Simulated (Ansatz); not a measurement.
# Ni: the cost of one run

Program: Ansatz 0.2.0. Level of theory: DFT, LDA, all-electron LAPW, scalar-relativistic. These are calculated values, not measurements.

**1. The system as given**

It takes space group Im-3m (No. 229, cubic). The conventional cell has a = 2.767 Å, b = 2.767 Å, c = 2.767 Å, α = 90.00°, β = 90.00°, γ = 90.00°. Around Ni (site symmetry m-3m) lie 8 Ni at 2.40 Å.

Coordinates:

```cif
data_structure
_symmetry_space_group_name_H-M 'P 1'
_symmetry_Int_Tables_number 1
_cell_length_a 2.7674
_cell_length_b 2.7674
_cell_length_c 2.7674
_cell_angle_alpha 90.000
_cell_angle_beta 90.000
_cell_angle_gamma 90.000
_cell_volume 21.19
loop_
_atom_site_label
_atom_site_type_symbol
_atom_site_fract_x
_atom_site_fract_y
_atom_site_fract_z
_atom_site_occupancy
Ni1 Ni 0.00000 0.00000 0.00000 1
Ni2 Ni 0.50000 0.50000 0.50000 1
```

In patterns such as +-, the signs follow the magnetic atoms in the order of the input.

Atoms are numbered in the order of the input: Ni1, Ni2.

**2. Parallel moments on spinors, LAPW**

File input.yaml:

```yaml
crystal:
  lattice:
    - [0.0, 2.76743094, 0.0]
    - [0.0, 0.0, 2.76743094]
    - [2.76743094, 0.0, 0.0]
  atoms:
    - { symbol: Ni, position: [0.0, 0.0, 0.0], spin: 0.5, spin_axis: [0.0, 0.0, 1.0] }
    - { symbol: Ni, position: [0.5, 0.5, 0.5], spin: 0.5, spin_axis: [0.0, 0.0, 1.0] }
magnetization:
  noncollinear: true
kpoints:
  mp_grid: { grid: [11, 11, 11] }
scf:
  occupations: { method: fermi_dirac, width: 0.05 }
  lower_state_search: "off"
hamiltonian:
  xc: lda
  pseudopotentials: { kind: all_electron, lapw: { basis_error: 0.001 } }
output:
  eigenvalues: false
```

On the command line:

```
> ansatz run input.yaml --threads 2 --pin off --max-ram 4096MiB --backend cpu --events-out ev --progress --plain --runs-dir out
```

What time and memory should one allow on 2 threads of AMD EPYC 7B13 (Zen 3), shared host?

About 75 s, with a peak of 0.65 GiB.
